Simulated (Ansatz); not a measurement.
# La2Zr2O: the cost of one run

Program: Ansatz 0.2.0. Level of theory: DFT PBE, scalar-relativistic, plane waves, PAW. These are calculated values, not measurements.

1 further run of the same task is left out (it didn't finish).

### 1 Starting point

Symmetry: P6/mmm, No. 191, hexagonal system. Conventional cell: a = 4.452 Å, b = 4.452 Å, c = 6.259 Å, α = 90.00°, β = 90.00°, γ = 120.00°. La (site symmetry -6m2) has 3 La at 2.57 Å and 3 O at 2.57 Å as nearest neighbours. Zr (site symmetry 6mm) has 1 O at 1.81 Å as nearest neighbours. O (site symmetry 6/mmm) has 2 Zr at 1.81 Å and 6 La at 2.57 Å as nearest neighbours.

Structure file:

```cif
data_structure
_symmetry_space_group_name_H-M 'P 1'
_symmetry_Int_Tables_number 1
_cell_length_a 4.4517
_cell_length_b 4.4517
_cell_length_c 6.2589
_cell_angle_alpha 90.000
_cell_angle_beta 90.000
_cell_angle_gamma 120.000
_cell_volume 107.42
loop_
_atom_site_label
_atom_site_type_symbol
_atom_site_fract_x
_atom_site_fract_y
_atom_site_fract_z
_atom_site_occupancy
La1 La 0.33333 0.66667 0.50000 1
La2 La 0.66667 0.33333 0.50000 1
Zr1 Zr 0.00000 0.00000 0.78874 1
Zr2 Zr 0.00000 0.00000 0.21126 1
O1 O 0.00000 0.00000 0.50000 1
```

Recipe of the guess: random cell by space group and Wyckoff sites (P6/mmm, No. 191). Its size is a rough estimate.

### 2 The guess as it stands, on a coarse mesh

input.yaml reads:

```yaml
crystal:
  lattice:
    - [4.45167348, 0.0, 0.0]
    - [-2.22583674, 3.85526232, 0.0]
    - [0.0, 0.0, 6.25891187]
  atoms:
    - { symbol: La, position: [0.33333333, 0.66666667, 0.5] }
    - { symbol: La, position: [0.66666667, 0.33333333, 0.5] }
    - { symbol: Zr, position: [0.0, 0.0, 0.78873627] }
    - { symbol: Zr, position: [0.0, 0.0, 0.21126373] }
    - { symbol: O, position: [0.0, 0.0, 0.5] }
basis:
  ecutwfc: 420
kpoints:
  mp_grid: { grid: [6, 6, 4] }
hamiltonian:
  xc: pbe
scf:
  occupations: { method: gaussian, width: 0.1 }
  lower_state_search: "off"
output:
  forces: true
  stress: true
  eigenvalues: true
```

Command:

```console
$ ansatz run input.yaml --threads 1 --pin off --max-ram 2560MiB --backend cpu --events-out ev --progress --plain --runs-dir out
```

What time and memory should one allow on 1 thread of Intel Xeon Platinum 8259CL at 2.50GHz (Skylake/Cascade Lake), shared host?

About 5.9 s, with a peak of 0.44 GiB.
